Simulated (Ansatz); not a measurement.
**C2H3AlS: two geometries relaxed**

Aim: relax the geometries before and after the shift of H7 from C2 to C3, and see whether they are two minima and how far apart in energy. SMILES of the start: [AlH2][CH]=C=S.

All numbers below are computed with Ansatz 0.2.0 (RKS PBE/def2-SVP).

**1. The starting structure**

Bond lengths: Al1–C2 1.981 Å, C2–C3 1.297 Å, C3–S4 1.562 Å, Al1–H5 1.546 Å, Al1–H6 1.539 Å, C2–H7 1.081 Å. Angles: Al1–C2–C3 107.2°, Al1–C2–H7 127.9°, C3–C2–H7 124.9°, C2–Al1–H5 120.5°, C2–Al1–H6 122.4°, H5–Al1–H6 117.1°, C2–C3–S4 171.1°.

Structure file:

```xyz
7

Al   -0.4773    1.1301    0.0135
C     0.7265   -0.3625    0.5103
C     0.3792   -1.3879   -0.2034
S    -0.2090   -2.4776   -1.1559
H    -1.5757    0.9298   -1.0558
H    -0.3736    2.5241    0.6578
H     1.5299   -0.3560    1.2335
```

**2. End point A**

File input.yaml:

```yaml
crystal:
  periodic: [false, false, false]
  atoms:
    - { symbol: Al, position_ang: [-0.47732, 1.13014, 0.01352] }
    - { symbol: C, position_ang: [0.72648, -0.36255, 0.51028] }
    - { symbol: C, position_ang: [0.37922, -1.3879, -0.20339] }
    - { symbol: S, position_ang: [-0.209, -2.47762, -1.15587] }
    - { symbol: H, position_ang: [-1.57568, 0.92981, -1.05581] }
    - { symbol: H, position_ang: [-0.37356, 2.52412, 0.65778] }
    - { symbol: H, position_ang: [1.52987, -0.35601, 1.23348] }
basis:
  gaussian: { orbitals: def2-SVP }
hamiltonian:
  xc: pbe
relax:
  f_tol: 0.02
  max_steps: 50
output:
  orbitals: {}
```

On the command line:

```bash
$ ansatz run input.yaml --threads 1 --pin off --max-ram 2048MiB --backend cpu --events-out ev --progress --plain --runs-dir out
```

The program printed:

```text
Warning: RAYON_NUM_THREADS=1 ignored (pool sized by the plan → 1); use --threads N
The last accepted step is kept in <dir> (removed where the run ends without a failure and the disk answers)
Engine: ansatz 0.2.0, x86_64-unknown-linux-gnu
Functional definition: PBE
  parameter kappa = 0.804
  parameter beta = 0.06672455060314922
  exchange = pbe_x(kappa = kappa, mu = beta*pi^2/3)
  correlation = pbe_c(beta = beta)
888 factors; their error is unknown
mean field evaluation 1: about -19520.2034 eV, gradient 7.6e1 eV
mean field evaluation 2: about -19444.8987 eV, gradient 1.6e2 eV
mean field evaluation 4: about -19532.5129 eV, gradient 3.0e1 eV
mean field evaluation 8: about -19535.5524 eV, gradient 9.1e-2 eV
mean field evaluation 16: about -19535.5052 eV, gradient 1.9e-5 eV
mean field -19535.50524887 eV, -717.9165762551 hartree, gradient 1.9e-5 eV, S^2 0.000000; 0 other end points of the search recorded, 0 dependent functions left out
the calculation of the forces begins
reference -19535.50528480 eV, -717.9165775754 hartree; 22, 22 occupied and 57, 57 virtual orbitals, 888 factors
relax step   1: F+E_penalty+E_count = -19535.50524887 eV  Δ(F+E_penalty+E_count) = +0.000e0 eV  max|allowed force component| = 1.377e0 eV/Å  Δτ_max = 0.0000 Å  (27 SCF iters, accepted)
these checks for a lower state are left out or cut short: starts, cluster_reference, orbital_swaps, neighbouring_geometries, increment
888 factors; their error is unknown
mean field -19535.62720189 eV, -717.9210579458 hartree, gradient 1.0e-5 eV, S^2 0.000000; 0 other end points of the search recorded, 0 dependent functions left out
the calculation of the forces begins
reference -19535.62723750 eV, -717.9210592543 hartree; 22, 22 occupied and 57, 57 virtual orbitals, 888 factors
relax step   2: F+E_penalty+E_count = -19535.62720189 eV  Δ(F+E_penalty+E_count) = -1.220e-1 eV  max|allowed force component| = 2.444e-1 eV/Å  Δτ_max = 0.1288 Å  (30 SCF iters, accepted)
these checks for a lower state are left out or cut short: starts, cluster_reference, orbital_swaps, neighbouring_geometries, increment
888 factors; their error is unknown
mean field -19535.64400762 eV, -717.9216755450 hartree, gradient 2.6e-5 eV, S^2 0.000000; 0 other end points of the search recorded, 0 dependent functions left out
the calculation of the forces begins
reference -19535.64404312 eV, -717.9216768494 hartree; 22, 22 occupied and 57, 57 virtual orbitals, 888 factors
relax step   3: F+E_penalty+E_count = -19535.64400762 eV  Δ(F+E_penalty+E_count) = -1.681e-2 eV  max|allowed force component| = 1.347e-1 eV/Å  Δτ_max = 0.0869 Å  (29 SCF iters, accepted)
these checks for a lower state are left out or cut short: starts, cluster_reference, orbital_swaps, neighbouring_geometries, increment
888 factors; their error is unknown
mean field evaluation 32: about -19535.6428 eV, gradient 4.4e0 eV
mean field -19535.65345316 eV, -717.9220226621 hartree, gradient 2.6e-5 eV, S^2 0.000000; 0 other end points of the search recorded, 0 dependent functions left out
the calculation of the forces begins
reference -19535.65348856 eV, -717.9220239632 hartree; 22, 22 occupied and 57, 57 virtual orbitals, 888 factors
relax step   4: F+E_penalty+E_count = -19535.65345316 eV  Δ(F+E_penalty+E_count) = -9.446e-3 eV  max|allowed force component| = 2.374e-1 eV/Å  Δτ_max = 0.1003 Å  (28 SCF iters, accepted)
these checks for a lower state are left out or cut short: starts, cluster_reference, orbital_swaps, neighbouring_geometries, increment
888 factors; their error is unknown
mean field -19535.65614777 eV, -717.9221216872 hartree, gradient 1.1e-5 eV, S^2 0.000000; 0 other end points of the search recorded, 0 dependent functions left out
the calculation of the forces begins
reference -19535.65618314 eV, -717.9221229871 hartree; 22, 22 occupied and 57, 57 virtual orbitals, 888 factors
relax step   5: F+E_penalty+E_count = -19535.65614777 eV  Δ(F+E_penalty+E_count) = -2.695e-3 eV  max|allowed force component| = 3.045e-1 eV/Å  Δτ_max = 0.0875 Å  (29 SCF iters, accepted)
these checks for a lower state are left out or cut short: starts, cluster_reference, orbital_swaps, neighbouring_geometries, increment
888 factors; their error is unknown
mean field -19535.65949542 eV, -717.9222447111 hartree, gradient 2.6e-5 eV, S^2 0.000000; 0 other end points of the search recorded, 0 dependent functions left out
the calculation of the forces begins
reference -19535.65953079 eV, -717.9222460111 hartree; 22, 22 occupied and 57, 57 virtual orbitals, 888 factors
relax step   6: F+E_penalty+E_count = -19535.65949542 eV  Δ(F+E_penalty+E_count) = -3.348e-3 eV  max|allowed force component| = 2.903e-1 eV/Å  Δτ_max = 0.0402 Å  (29 SCF iters, accepted)
these checks for a lower state are left out or cut short: starts, cluster_reference, orbital_swaps, neighbouring_geometries, increment
888 factors; their error is unknown
mean field -19535.66107617 eV, -717.9223028027 hartree, gradient 2.3e-5 eV, S^2 0.000000; 0 other end points of the search recorded, 0 dependent functions left out
the calculation of the forces begins
reference -19535.66111151 eV, -717.9223041011 hartree; 22, 22 occupied and 57, 57 virtual orbitals, 888 factors
relax step   7: F+E_penalty+E_count = -19535.66107617 eV  Δ(F+E_penalty+E_count) = -1.581e-3 eV  max|allowed force component| = 5.445e-2 eV/Å  Δτ_max = 0.0164 Å  (30 SCF iters, accepted)
these checks for a lower state are left out or cut short: starts, cluster_reference, orbital_swaps, neighbouring_geometries, increment
888 factors; their error is unknown
mean field evaluation 64: about -19535.6613 eV, gradient 6.5e-4 eV
mean field -19535.66131603 eV, -717.9223116172 hartree, gradient 2.3e-5 eV, S^2 0.000000; 0 other end points of the search recorded, 0 dependent functions left out
the calculation of the forces begins
reference -19535.66135137 eV, -717.9223129161 hartree; 22, 22 occupied and 57, 57 virtual orbitals, 888 factors
relax step   8: F+E_penalty+E_count = -19535.66131603 eV  Δ(F+E_penalty+E_count) = -2.399e-4 eV  max|allowed force component| = 9.849e-3 eV/Å  Δτ_max = 0.0092 Å  (30 SCF iters, accepted)
888 factors; their error is unknown
mean field -19535.66131603 eV, -717.9223116172 hartree, gradient 2.3e-5 eV, S^2 0.000000; 1 other end points of the search recorded, 0 dependent functions left out
the calculation of the forces begins
reference -19535.66135137 eV, -717.9223129161 hartree; 22, 22 occupied and 57, 57 virtual orbitals, 888 factors
Total energy: -19535.66135137 eV, -717.9223129161 hartree
Atom 0 at    -0.512943     1.215991     0.015446 Å, force     0.005413    -0.005613     0.002500 eV/Å
Atom 1 at     0.589760    -0.340140     0.398167 Å, force    -0.009849    -0.001343    -0.009645 eV/Å
Atom 2 at     0.362643    -1.469212    -0.249923 Å, force    -0.001790     0.005879     0.000767 eV/Å
Atom 3 at     0.025006    -2.770695    -1.065470 Å, force     0.001894     0.004020     0.003651 eV/Å
Atom 4 at    -1.670496     1.086241    -1.074510 Å, force    -0.000075    -0.000440    -0.000564 eV/Å
Atom 5 at    -0.191181     2.554530     0.826467 Å, force    -0.001291    -0.000503    -0.000766 eV/Å
Atom 6 at     1.397222    -0.276726     1.149813 Å, force     0.005697    -0.002000     0.004057 eV/Å
Dipole moment:     0.093982     0.070364     0.112254 e Å
```

Wall time 55 s (1 thread of Intel Xeon at 2.50GHz (Skylake/Cascade Lake), shared host); peak memory 0.15 GiB.

The steps of the relaxation:

| step | energy from step 1 (eV) | largest force component (eV/Å) |
| --- | --- | --- |
| 1 | 0.0000 | 1.3768 |
| 2 | -0.1220 | 0.2444 |
| 3 | -0.1388 | 0.1347 |
| 4 | -0.1482 | 0.2374 |
| 5 | -0.1509 | 0.3045 |
| 6 | -0.1542 | 0.2903 |
| 7 | -0.1558 | 0.0544 |
| 8 | -0.1561 | 0.0098 |

Step 1 is the start.

After: Bond lengths: Al1–C2 1.945 Å, C2–C3 1.322 Å, C3–S4 1.573 Å, Al1–H5 1.595 Å, Al1–H6 1.598 Å, C2–H7 1.105 Å. Angles: Al1–C2–C3 119.3°, Al1–C2–H7 120.1°, C3–C2–H7 120.5°, C2–Al1–H5 118.7°, C2–Al1–H6 117.1°, H5–Al1–H6 124.1°, C2–C3–S4 176.7°.

**3. End point B**

The second end starts from a geometry with the move made by hand.

Changes to input.yaml since step 2:

```diff
@@ -9,3 +9,3 @@
     - { symbol: H, position_ang: [-0.37356, 2.52412, 0.65778] }
-    - { symbol: H, position_ang: [1.52987, -0.35601, 1.23348] }
+    - { symbol: H, position_ang: [1.21883, -1.69583, 0.41978] }
 basis:
@@ -17,3 +17 @@
   max_steps: 50
-output:
-  orbitals: {}
```

On the command line:

```bash
$ ansatz run input.yaml --threads 1 --pin off --max-ram 2048MiB --backend cpu --events-out ev --progress --plain --runs-dir out
```

The program printed:

```text
Warning: RAYON_NUM_THREADS=1 ignored (pool sized by the plan → 1); use --threads N
[... 7 set-up lines as earlier in the session ...]
888 factors; their error is unknown
mean field evaluation 1: about -19515.8452 eV, gradient 8.0e1 eV
mean field evaluation 2: about -19428.9983 eV, gradient 1.6e2 eV
mean field evaluation 4: about -19529.2792 eV, gradient 2.7e1 eV
mean field evaluation 8: about -19532.4723 eV, gradient 2.1e-1 eV
mean field evaluation 16: about -19532.4252 eV, gradient 6.5e-4 eV
mean field -19532.42517634 eV, -717.8033856771 hartree, gradient 8.1e-5 eV, S^2 0.000000; 0 other end points of the search recorded, 0 dependent functions left out
the calculation of the forces begins
reference -19532.42521222 eV, -717.8033869958 hartree; 22, 22 occupied and 57, 57 virtual orbitals, 888 factors
relax step   1: F+E_penalty+E_count = -19532.42517634 eV  Δ(F+E_penalty+E_count) = +0.000e0 eV  max|allowed force component| = 2.971e0 eV/Å  Δτ_max = 0.0000 Å  (27 SCF iters, accepted)
these checks for a lower state are left out or cut short: starts, cluster_reference, orbital_swaps, neighbouring_geometries, increment
888 factors; their error is unknown
mean field -19533.15070180 eV, -717.8300482461 hartree, gradient 1.2e-5 eV, S^2 0.000000; 0 other end points of the search recorded, 0 dependent functions left out
the calculation of the forces begins
reference -19533.15073795 eV, -717.8300495747 hartree; 22, 22 occupied and 57, 57 virtual orbitals, 888 factors
relax step   2: F+E_penalty+E_count = -19533.15070180 eV  Δ(F+E_penalty+E_count) = -7.255e-1 eV  max|allowed force component| = 1.673e0 eV/Å  Δτ_max = 0.1746 Å  (36 SCF iters, accepted)
these checks for a lower state are left out or cut short: starts, cluster_reference, orbital_swaps, neighbouring_geometries, increment
888 factors; their error is unknown
mean field evaluation 32: about -19533.6701 eV, gradient 5.9e-4 eV
mean field -19533.67007361 eV, -717.8491348081 hartree, gradient 1.4e-5 eV, S^2 0.000000; 0 other end points of the search recorded, 0 dependent functions left out
the calculation of the forces begins
reference -19533.67010912 eV, -717.8491361129 hartree; 22, 22 occupied and 57, 57 virtual orbitals, 888 factors
relax step   3: F+E_penalty+E_count = -19533.67007361 eV  Δ(F+E_penalty+E_count) = -5.194e-1 eV  max|allowed force component| = 2.061e0 eV/Å  Δτ_max = 0.1924 Å  (36 SCF iters, accepted)
these checks for a lower state are left out or cut short: starts, cluster_reference, orbital_swaps, neighbouring_geometries, increment
888 factors; their error is unknown
mean field -19534.26272344 eV, -717.8709142876 hartree, gradient 1.1e-5 eV, S^2 0.000000; 0 other end points of the search recorded, 0 dependent functions left out
the calculation of the forces begins
reference -19534.26275880 eV, -717.8709155870 hartree; 22, 22 occupied and 57, 57 virtual orbitals, 888 factors
relax step   4: F+E_penalty+E_count = -19534.26272344 eV  Δ(F+E_penalty+E_count) = -5.926e-1 eV  max|allowed force component| = 2.084e0 eV/Å  Δτ_max = 0.1947 Å  (36 SCF iters, accepted)
these checks for a lower state are left out or cut short: starts, cluster_reference, orbital_swaps, neighbouring_geometries, increment
888 factors; their error is unknown
mean field -19534.90062292 eV, -717.8943566613 hartree, gradient 1.1e-5 eV, S^2 0.000000; 0 other end points of the search recorded, 0 dependent functions left out
the calculation of the forces begins
reference -19534.90065876 eV, -717.8943579781 hartree; 22, 22 occupied and 57, 57 virtual orbitals, 888 factors
relax step   5: F+E_penalty+E_count = -19534.90062292 eV  Δ(F+E_penalty+E_count) = -6.379e-1 eV  max|allowed force component| = 2.283e0 eV/Å  Δτ_max = 0.1956 Å  (36 SCF iters, accepted)
these checks for a lower state are left out or cut short: starts, cluster_reference, orbital_swaps, neighbouring_geometries, increment
888 factors; their error is unknown
mean field -19535.32763710 eV, -717.9100491428 hartree, gradient 2.2e-5 eV, S^2 0.000000; 0 other end points of the search recorded, 0 dependent functions left out
the calculation of the forces begins
reference -19535.32767330 eV, -717.9100504729 hartree; 22, 22 occupied and 57, 57 virtual orbitals, 888 factors
relax step   6: F+E_penalty+E_count = -19535.32763710 eV  Δ(F+E_penalty+E_count) = -4.270e-1 eV  max|allowed force component| = 1.002e0 eV/Å  Δτ_max = 0.1943 Å  (30 SCF iters, accepted)
these checks for a lower state are left out or cut short: starts, cluster_reference, orbital_swaps, neighbouring_geometries, increment
888 factors; their error is unknown
mean field evaluation 64: about -19535.5850 eV, gradient 1.3e-5 eV
mean field -19535.58500883 eV, -717.9195073795 hartree, gradient 1.3e-5 eV, S^2 0.000000; 0 other end points of the search recorded, 0 dependent functions left out
the calculation of the forces begins
reference -19535.58504472 eV, -717.9195086984 hartree; 22, 22 occupied and 57, 57 virtual orbitals, 888 factors
relax step   7: F+E_penalty+E_count = -19535.58500883 eV  Δ(F+E_penalty+E_count) = -2.574e-1 eV  max|allowed force component| = 5.939e-1 eV/Å  Δτ_max = 0.1993 Å  (29 SCF iters, accepted)
these checks for a lower state are left out or cut short: starts, cluster_reference, orbital_swaps, neighbouring_geometries, increment
888 factors; their error is unknown
mean field -19535.64187664 eV, -717.9215972328 hartree, gradient 1.7e-5 eV, S^2 0.000000; 0 other end points of the search recorded, 0 dependent functions left out
the calculation of the forces begins
reference -19535.64191217 eV, -717.9215985386 hartree; 22, 22 occupied and 57, 57 virtual orbitals, 888 factors
relax step   8: F+E_penalty+E_count = -19535.64187664 eV  Δ(F+E_penalty+E_count) = -5.687e-2 eV  max|allowed force component| = 3.245e-1 eV/Å  Δτ_max = 0.1618 Å  (29 SCF iters, accepted)
these checks for a lower state are left out or cut short: starts, cluster_reference, orbital_swaps, neighbouring_geometries, increment
888 factors; their error is unknown
mean field -19535.65470112 eV, -717.9220685238 hartree, gradient 2.6e-5 eV, S^2 0.000000; 0 other end points of the search recorded, 0 dependent functions left out
the calculation of the forces begins
reference -19535.65473651 eV, -717.9220698244 hartree; 22, 22 occupied and 57, 57 virtual orbitals, 888 factors
relax step   9: F+E_penalty+E_count = -19535.65470112 eV  Δ(F+E_penalty+E_count) = -1.282e-2 eV  max|allowed force component| = 3.938e-1 eV/Å  Δτ_max = 0.0775 Å  (29 SCF iters, accepted)
these checks for a lower state are left out or cut short: starts, cluster_reference, orbital_swaps, neighbouring_geometries, increment
888 factors; their error is unknown
mean field -19535.65923624 eV, -717.9222351864 hartree, gradient 2.4e-5 eV, S^2 0.000000; 0 other end points of the search recorded, 0 dependent functions left out
the calculation of the forces begins
reference -19535.65927165 eV, -717.9222364878 hartree; 22, 22 occupied and 57, 57 virtual orbitals, 888 factors
relax step  10: F+E_penalty+E_count = -19535.65923624 eV  Δ(F+E_penalty+E_count) = -4.535e-3 eV  max|allowed force component| = 2.801e-1 eV/Å  Δτ_max = 0.0261 Å  (29 SCF iters, accepted)
these checks for a lower state are left out or cut short: starts, cluster_reference, orbital_swaps, neighbouring_geometries, increment
888 factors; their error is unknown
mean field -19535.66104640 eV, -717.9223017086 hartree, gradient 2.3e-5 eV, S^2 0.000000; 0 other end points of the search recorded, 0 dependent functions left out
the calculation of the forces begins
reference -19535.66108176 eV, -717.9223030078 hartree; 22, 22 occupied and 57, 57 virtual orbitals, 888 factors
relax step  11: F+E_penalty+E_count = -19535.66104640 eV  Δ(F+E_penalty+E_count) = -1.810e-3 eV  max|allowed force component| = 3.055e-2 eV/Å  Δτ_max = 0.0129 Å  (30 SCF iters, accepted)
these checks for a lower state are left out or cut short: starts, cluster_reference, orbital_swaps, neighbouring_geometries, increment
888 factors; their error is unknown
mean field evaluation 96: about -19535.6613 eV, gradient 2.6e-5 eV
mean field -19535.66131116 eV, -717.9223114384 hartree, gradient 2.3e-5 eV, S^2 0.000000; 0 other end points of the search recorded, 0 dependent functions left out
the calculation of the forces begins
reference -19535.66134649 eV, -717.9223127366 hartree; 22, 22 occupied and 57, 57 virtual orbitals, 888 factors
relax step  12: F+E_penalty+E_count = -19535.66131116 eV  Δ(F+E_penalty+E_count) = -2.648e-4 eV  max|allowed force component| = 1.998e-2 eV/Å  Δτ_max = 0.0238 Å  (30 SCF iters, accepted)
888 factors; their error is unknown
mean field -19535.66131116 eV, -717.9223114384 hartree, gradient 2.3e-5 eV, S^2 0.000000; 1 other end points of the search recorded, 0 dependent functions left out
the calculation of the forces begins
reference -19535.66134649 eV, -717.9223127366 hartree; 22, 22 occupied and 57, 57 virtual orbitals, 888 factors
Total energy: -19535.66134649 eV, -717.9223127366 hartree
Atom 0 at    -0.468963     1.053741    -0.009566 Å, force    -0.000751     0.005189     0.001442 eV/Å
Atom 1 at     0.530311    -0.595814     0.239696 Å, force     0.006058    -0.000031     0.006076 eV/Å
Atom 2 at     0.205803    -1.663617    -0.467886 Å, force     0.004743     0.019977     0.012134 eV/Å
Atom 3 at    -0.245224    -2.885069    -1.348678 Å, force    -0.005613    -0.016783    -0.011784 eV/Å
Atom 4 at    -1.661853     1.075346    -1.068965 Å, force     0.002537    -0.000625     0.001929 eV/Å
Atom 5 at    -0.032194     2.312067     0.873885 Å, force    -0.002241    -0.005859    -0.004425 eV/Å
Atom 6 at     1.361090    -0.636484     0.967805 Å, force    -0.004733    -0.001868    -0.005372 eV/Å
Dipole moment:     0.102173     0.054858     0.112933 e Å
```

Run time: 81 s. Hardware: 1 thread of Intel Xeon at 2.50GHz (Skylake/Cascade Lake), shared host; peak memory 0.15 GiB.

Relaxation path:

| step | energy from step 1 (eV) | largest force component (eV/Å) |
| --- | --- | --- |
| 1 | 0.0000 | 2.9707 |
| 2 | -0.7255 | 1.6729 |
| 3 | -1.2449 | 2.0608 |
| 4 | -1.8375 | 2.0840 |
| 5 | -2.4754 | 2.2825 |
| 6 | -2.9025 | 1.0025 |
| 7 | -3.1598 | 0.5939 |
| 8 | -3.2167 | 0.3245 |
| 9 | -3.2295 | 0.3938 |
| 10 | -3.2341 | 0.2801 |
| 11 | -3.2359 | 0.0305 |
| 12 | -3.2361 | 0.0200 |

Step 1 is the start.

After: Bond lengths: Al1–C2 1.945 Å, C2–C3 1.321 Å, C3–S4 1.572 Å, Al1–H5 1.596 Å, Al1–H6 1.598 Å, C2–H7 1.105 Å. Angles: Al1–C2–C3 119.4°, Al1–C2–H7 120.1°, C3–C2–H7 120.5°, C2–Al1–H5 118.7°, C2–Al1–H6 117.2°, H5–Al1–H6 124.1°, C2–C3–S4 176.7°.

Pairs that crossed the distance rule for bonds on the way: came closer C2–H7; moved apart C3–H7.

**4. Summary of results**

| quantity | value |
| --- | --- |
| end A | 7 moves, 0.156 eV lower |
| end B | 11 moves, 3.236 eV lower |
| largest difference between the ends | 0.00 Å |
| end B relative to end A | +0.000 eV |

**Reading.** Both starts fell into the same minimum (no atom differs by more than 0.00 Å), so from this start no second minimum was found and no band was run; another arrangement could still be one.
